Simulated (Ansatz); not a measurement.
# PBE/6-31G(d) (spherical functions) run of BBr2Cl (dibromo(chloro)borane)

Aim: the electronic atomisation energy of BBr2Cl (dibromo(chloro)borane) at PBE/6-31G* (spherical functions), from 4 runs. 

Program for the calculation: Ansatz 0.2.0.

51 further runs of the same task are left out: 2 that didn't finish, 49 set aside as unsound or not needed.

### 1 Starting point

The species is BBr2Cl (4 atoms), meant as a singlet with charge 0. SMILES: `ClB(Br)Br`. The coordinates come from a PBE0-D4/def2-TZVP relaxation.

Bond lengths: Cl1–B2 1.732 Å, B2–Br3 1.899 Å, B2–Br4 1.899 Å. Angles: Cl1–B2–Br3 120.0°, Cl1–B2–Br4 120.0°, Br3–B2–Br4 119.9°.

### 2 The energy at PBE/6-31G(d) (spherical functions)

The input, molecule.yaml:

```yaml
crystal:
  periodic: [false, false, false]
  atoms:
    - {symbol: Cl, position_ang: [-0.203300, -1.644940, 0.633550]}
    - {symbol: B, position_ang: [-0.004820, -0.039040, 0.015030]}
    - {symbol: Br, position_ang: [1.283490, 1.123730, 0.785650]}
    - {symbol: Br, position_ang: [-1.075360, 0.560270, -1.434250]}
basis:
  gaussian: {orbitals: 6-31G_st_-spherical.json}
hamiltonian: {xc: pbe}
accuracy: high
output: {orbitals: {seedname: orbitals}}
```

The basis set 6-31G* is read from a file made from the Basis Set Exchange's data (not shown).

On the command line:

```bash
$ ansatz run molecule.yaml --threads 1 --pin off --max-ram 3480MiB --events-out events.jsonl --progress --plain --runs-dir runs
```

The log of the run:

```text
Warning: RAYON_NUM_THREADS=1 ignored (pool sized by the plan → 1); use --threads N
Functional definition: PBE
  name "PBE"
  parameter kappa = 0.804
  parameter beta = 0.06672455060314922
  exchange = pbe_x(kappa = kappa, mu = beta*pi^2/3)
  correlation = pbe_c(beta = beta)
1835 factors; integrals over basis functions are off by at most 4.1e-9 eV
mean field evaluation 1: about -153249.7178 eV, gradient 1.2e1 eV
mean field evaluation 2: about -153249.5506 eV, gradient 1.3e1 eV
mean field evaluation 4: about -153250.0608 eV, gradient 8.8e-1 eV
mean field evaluation 8: about -153250.0605 eV, gradient 1.3e-2 eV
mean field evaluation 16: about -153250.0605 eV, gradient 7.4e-7 eV
mean field -153250.06048516 eV, -5631.8358462079 hartree, gradient 2.0e-8 eV, S^2 0.000000; 0 other end points of the search recorded, 0 dependent functions left out
reference -153250.06048775 eV, -5631.8358463030 hartree; 46, 46 occupied and 50, 50 virtual orbitals, 1835 factors
Total energy: -153250.06048775 eV, -5631.8358463030 hartree
```

Wall time 8.4 s (1 thread of Arm Neoverse V1, shared host); peak memory 0.22 GiB.

### 3 The B atom at the same level

The input, run.yaml:

```yaml
crystal:
  periodic: [false, false, false]
  atoms:
    - symbol: B
      position_ang: [0.000000, 0.000000, 0.000000]
basis:
  gaussian:
    orbitals: 6-31G_st_-spherical.json
magnetization:
  spin_polarized: true
  initial_magnetization: 1
hamiltonian:
  xc: {name: PBE}
accuracy: high
```

The basis set 6-31G* is read from a file made from the Basis Set Exchange's data (not shown).

Run the same way, it converges to -24.60025 Eh (log not shown).

### 4 The Br atom

The input, molecule.yaml:

```yaml
crystal:
  periodic: [false, false, false]
  atoms:
    - symbol: Br
      position_ang: [0.000000, 0.000000, 0.000000]
basis:
  gaussian:
    orbitals: 6-31G_st_-spherical.json
magnetization:
  spin_polarized: true
  initial_magnetization: 1
hamiltonian:
  xc: {name: PBE}
accuracy: high
```

The basis set 6-31G* is read from a file made from the Basis Set Exchange's data (not shown).

On the command line:

```bash
$ ansatz run molecule.yaml --threads 1 --pin off --max-ram 3480MiB --events-out events.jsonl --progress --plain --runs-dir runs
```

The log of the run:

```text
Warning: RAYON_NUM_THREADS=1 ignored (pool sized by the plan → 1); use --threads N
Functional definition: PBE
  name "PBE"
  parameter kappa = 0.804
  parameter beta = 0.06672455060314922
  exchange = pbe_x(kappa = kappa, mu = beta*pi^2/3)
  correlation = pbe_c(beta = beta)
308 factors; integrals over basis functions are off by at most 4.8e-9 eV
mean field evaluation 1: about -70026.0607 eV, gradient 4.3e0 eV
mean field evaluation 2: about -70025.9947 eV, gradient 4.8e0 eV
mean field evaluation 4: about -70026.1158 eV, gradient 1.4e0 eV
mean field evaluation 8: about -70026.1281 eV, gradient 3.9e-2 eV
mean field evaluation 16: about -70026.1281 eV, gradient 1.2e-7 eV
mean field evaluation 32: about -70025.9264 eV, gradient 6.6e0 eV
mean field -70026.12807603 eV, -2573.4127413797 hartree, gradient 9.0e-9 eV, S^2 0.751241; 2 other end points of the search recorded, 0 dependent functions left out
reference -70026.12807772 eV, -2573.4127414418 hartree; 18, 17 occupied and 14, 15 virtual orbitals, 308 factors
Total energy: -70026.12807772 eV, -2573.4127414418 hartree
```

Run time: 2.2 s. Hardware: 1 thread of Arm Neoverse V1, shared host; peak memory 0.092 GiB.

### 5 The Cl atom

run.yaml, as its differences from that of step 3:

```diff
@@ -3,3 +3,3 @@
   atoms:
-    - symbol: B
+    - symbol: Cl
       position_ang: [0.000000, 0.000000, 0.000000]
```

The basis set 6-31G* is read from a file made from the Basis Set Exchange's data (not shown).

Run the same way, it converges to -459.92343 Eh (log not shown).

### 6 Outcome

At PBE/6-31G* (spherical functions):

| quantity | value |
| --- | --- |
| molecule: total energy | -5631.83585 Eh |
| molecule: HOMO energy | -7.09 eV |
| molecule: LUMO energy | -2.77 eV |
| molecule: HOMO–LUMO gap | 4.33 eV |
| B atom: total energy | -24.60025 Eh |
| B atom: ⟨S²⟩ | 0.751 |
| Br atom: total energy | -2573.41274 Eh |
| Br atom: ⟨S²⟩ | 0.751 |
| Cl atom: total energy | -459.92343 Eh |
| Cl atom: ⟨S²⟩ | 0.752 |
| electronic atomisation energy | 13.243 eV |

Taking the molecule apart into free atoms costs 13.24 eV (305 kcal/mol), before zero-point energy and without spin-orbit coupling.
